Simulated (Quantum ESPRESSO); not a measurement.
A run of Quantum ESPRESSO 7.5:

The input pw.in:

```
&CONTROL
  calculation = 'scf'
  prefix = 'pwscf'
  outdir = './tmp'
  pseudo_dir = './pseudo'
  tprnfor = .true.
  tstress = .true.
  disk_io = 'low'
/
&SYSTEM
  ibrav = 0
  nat = 2
  ntyp = 2
  ecutwfc = 45
  ecutrho = 360
  nbnd = 16
  occupations = 'smearing'
  smearing = 'mv'
  degauss = 0.01469973
/
&ELECTRONS
  conv_thr = 4d-10
  electron_maxstep = 120
  mixing_beta = 0.5
/
ATOMIC_SPECIES
Nb    92.9064 nb_lda_v1.uspp.F.UPF
Te   127.6000 te_lda_v1.uspp.F.UPF
CELL_PARAMETERS angstrom
   3.4257000000    0.0000000000    0.0000000000
   0.0000000000    3.4257000000    0.0000000000
   0.0000000000    0.0000000000    3.4257000000
ATOMIC_POSITIONS crystal
Nb     0.5000000000    0.5000000000    0.5000000000
Te     0.0000000000    0.0000000000    0.0000000000
K_POINTS automatic
6 6 6 0 0 0
```

Contents of relax.in:

```
&CONTROL
  calculation = 'vc-relax'
  prefix = 'pwscf'
  outdir = './tmp'
  pseudo_dir = './pseudo'
  tprnfor = .true.
  tstress = .true.
  disk_io = 'low'
  nstep = 40
  forc_conv_thr = 0.0001
  etot_conv_thr = 1d-06
/
&SYSTEM
  ibrav = 0
  nat = 2
  ntyp = 2
  ecutwfc = 45
  ecutrho = 360
  nbnd = 16
  occupations = 'smearing'
  smearing = 'mv'
  degauss = 0.01469973
/
&ELECTRONS
  conv_thr = 4d-10
  electron_maxstep = 120
  mixing_beta = 0.5
/
&IONS
  ion_dynamics = 'bfgs'
/
&CELL
  cell_dynamics = 'bfgs'
  press = 0
  press_conv_thr = 0.2
/
ATOMIC_SPECIES
Nb    92.9064 nb_lda_v1.uspp.F.UPF
Te   127.6000 te_lda_v1.uspp.F.UPF
CELL_PARAMETERS angstrom
   3.4257000000    0.0000000000    0.0000000000
   0.0000000000    3.4257000000    0.0000000000
   0.0000000000    0.0000000000    3.4257000000
ATOMIC_POSITIONS crystal
Nb     0.5000000000    0.5000000000    0.5000000000
Te     0.0000000000    0.0000000000    0.0000000000
K_POINTS automatic
6 6 6 0 0 0
```

File scf2.in:

```
&CONTROL
  calculation = 'scf'
  prefix = 'pwscf'
  outdir = './tmp'
  pseudo_dir = './pseudo'
  tprnfor = .true.
  tstress = .true.
  disk_io = 'low'
/
&SYSTEM
  ibrav = 0
  nat = 2
  ntyp = 2
  ecutwfc = 45
  ecutrho = 360
  nbnd = 16
  occupations = 'smearing'
  smearing = 'mv'
  degauss = 0.01469973
/
&ELECTRONS
  conv_thr = 1d-13
  electron_maxstep = 120
  mixing_beta = 0.5
  startingpot = 'file'
  startingwfc = 'file'
/
ATOMIC_SPECIES
Nb    92.9064 nb_lda_v1.uspp.F.UPF
Te   127.6000 te_lda_v1.uspp.F.UPF
CELL_PARAMETERS angstrom
   3.3753476970    0.0000000000    0.0000000000
   0.0000000000    3.3753476970    0.0000000000
   0.0000000000    0.0000000000    3.3753476970
ATOMIC_POSITIONS crystal
Nb     0.5000000000    0.5000000000    0.5000000000
Te     0.0000000000    0.0000000000    0.0000000000
K_POINTS automatic
6 6 6 0 0 0
```

ph.in

```
phonon_bands of NbTe
&INPUTPH
  prefix = 'pwscf'
  outdir = './tmp'
  tr2_ph = 1d-18
  fildyn = 'dyn'
  niter_ph = 90
  alpha_mix(1) = 0.4
  ldisp = .true.
  nq1 = 3
  nq2 = 3
  nq3 = 3
/
```

File q2r.in:

```
&INPUT
  fildyn = 'dyn'
  zasr = 'crystal'
  flfrc = 'fc'
/
```

Contents of matdyn.in:

```
&INPUT
  asr = 'crystal'
  flfrc = 'fc'
  flfrq = 'freq'
  q_in_cryst_coord = .true.
  flvec = ' '
/
80
 0.0000000000  0.0000000000  0.0000000000
 0.0000000000  0.0500000000  0.0000000000
 0.0000000000  0.1000000000  0.0000000000
 0.0000000000  0.1500000000  0.0000000000
 0.0000000000  0.2000000000  0.0000000000
 0.0000000000  0.2500000000  0.0000000000
 0.0000000000  0.3000000000  0.0000000000
 0.0000000000  0.3500000000  0.0000000000
 0.0000000000  0.4000000000  0.0000000000
 0.0000000000  0.4500000000  0.0000000000
 0.0000000000  0.5000000000  0.0000000000
 0.0500000000  0.5000000000  0.0000000000
 0.1000000000  0.5000000000  0.0000000000
 0.1500000000  0.5000000000  0.0000000000
 0.2000000000  0.5000000000  0.0000000000
 0.2500000000  0.5000000000  0.0000000000
 0.3000000000  0.5000000000  0.0000000000
 0.3500000000  0.5000000000  0.0000000000
 0.4000000000  0.5000000000  0.0000000000
 0.4500000000  0.5000000000  0.0000000000
 0.5000000000  0.5000000000  0.0000000000
 0.4642857143  0.4642857143  0.0000000000
 0.4285714286  0.4285714286  0.0000000000
 0.3928571429  0.3928571429  0.0000000000
 0.3571428571  0.3571428571  0.0000000000
 0.3214285714  0.3214285714  0.0000000000
 0.2857142857  0.2857142857  0.0000000000
 0.2500000000  0.2500000000  0.0000000000
 0.2142857143  0.2142857143  0.0000000000
 0.1785714286  0.1785714286  0.0000000000
 0.1428571429  0.1428571429  0.0000000000
 0.1071428571  0.1071428571  0.0000000000
 0.0714285714  0.0714285714  0.0000000000
 0.0357142857  0.0357142857  0.0000000000
 0.0000000000  0.0000000000  0.0000000000
 0.0277777778  0.0277777778  0.0277777778
 0.0555555556  0.0555555556  0.0555555556
 0.0833333333  0.0833333333  0.0833333333
 0.1111111111  0.1111111111  0.1111111111
 0.1388888889  0.1388888889  0.1388888889
 0.1666666667  0.1666666667  0.1666666667
 0.1944444444  0.1944444444  0.1944444444
 0.2222222222  0.2222222222  0.2222222222
 0.2500000000  0.2500000000  0.2500000000
 0.2777777778  0.2777777778  0.2777777778
 0.3055555556  0.3055555556  0.3055555556
 0.3333333333  0.3333333333  0.3333333333
 0.3611111111  0.3611111111  0.3611111111
 0.3888888889  0.3888888889  0.3888888889
 0.4166666667  0.4166666667  0.4166666667
 0.4444444444  0.4444444444  0.4444444444
 0.4722222222  0.4722222222  0.4722222222
 0.5000000000  0.5000000000  0.5000000000
 0.4666666667  0.5000000000  0.4666666667
 0.4333333333  0.5000000000  0.4333333333
 0.4000000000  0.5000000000  0.4000000000
 0.3666666667  0.5000000000  0.3666666667
 0.3333333333  0.5000000000  0.3333333333
 0.3000000000  0.5000000000  0.3000000000
 0.2666666667  0.5000000000  0.2666666667
 0.2333333333  0.5000000000  0.2333333333
 0.2000000000  0.5000000000  0.2000000000
 0.1666666667  0.5000000000  0.1666666667
 0.1333333333  0.5000000000  0.1333333333
 0.1000000000  0.5000000000  0.1000000000
 0.0666666667  0.5000000000  0.0666666667
 0.0333333333  0.5000000000  0.0333333333
 0.0000000000  0.5000000000  0.0000000000
 0.5000000000  0.5000000000  0.0000000000
 0.5000000000  0.5000000000  0.0454545455
 0.5000000000  0.5000000000  0.0909090909
 0.5000000000  0.5000000000  0.1363636364
 0.5000000000  0.5000000000  0.1818181818
 0.5000000000  0.5000000000  0.2272727273
 0.5000000000  0.5000000000  0.2727272727
 0.5000000000  0.5000000000  0.3181818182
 0.5000000000  0.5000000000  0.3636363636
 0.5000000000  0.5000000000  0.4090909091
 0.5000000000  0.5000000000  0.4545454545
 0.5000000000  0.5000000000  0.5000000000
```

matdyn_dos.in

```
&INPUT
  asr = 'crystal'
  flfrc = 'fc'
  dos = .true.
  fldos = 'phdos'
  nk1 = 9
  nk2 = 9
  nk3 = 9
  deltaE = 0.5
  flvec = ' '
  flfrq = ' '
/
```

matdyn_mesh.in

```
&INPUT
  asr = 'crystal'
  flfrc = 'fc'
  flfrq = 'mesh'
  q_in_cryst_coord = .true.
  flvec = ' '
/
512
 0.06250000  0.06250000  0.06250000
 0.06250000  0.06250000  0.18750000
 0.06250000  0.06250000  0.31250000
[... 509 further points of the even 8 x 8 x 8 mesh, shifted by half a step ...]
```

Potentials or basis: GBRV 1.5 LDA.

Command:

```bash
$ OMP_NUM_THREADS=1 mpirun -n 4 pw.x -nk 4 -in pw.in > pw.out
$ OMP_NUM_THREADS=1 mpirun -n 4 pw.x -nk 4 -in relax.in > relax.out
$ OMP_NUM_THREADS=1 mpirun -n 4 pw.x -nk 4 -in scf2.in > scf2.out
$ OMP_NUM_THREADS=1 mpirun -n 4 ph.x -nk 4 -in ph.in > ph.out
$ OMP_NUM_THREADS=1 mpirun -n 1 q2r.x -in q2r.in > q2r.out
$ OMP_NUM_THREADS=1 mpirun -n 1 matdyn.x -in matdyn.in > matdyn.out
$ OMP_NUM_THREADS=1 mpirun -n 1 matdyn.x -in matdyn_dos.in > matdyn_dos.out
$ OMP_NUM_THREADS=1 mpirun -n 1 matdyn.x -in matdyn_mesh.in > matdyn_mesh.out
```

Hardware: 4 MPI ranks on Arm Neoverse V1, on a shared host.

Problem. How long does it take, and how much memory?

Solution. Run time: 7.9 min on 4 MPI ranks on Arm Neoverse V1, with other jobs on the host, peak memory 0.36 GiB a rank. Counts: scf iterations 54, k pools 4, bands 16, ion steps 5, k points 20, g dense 31439.
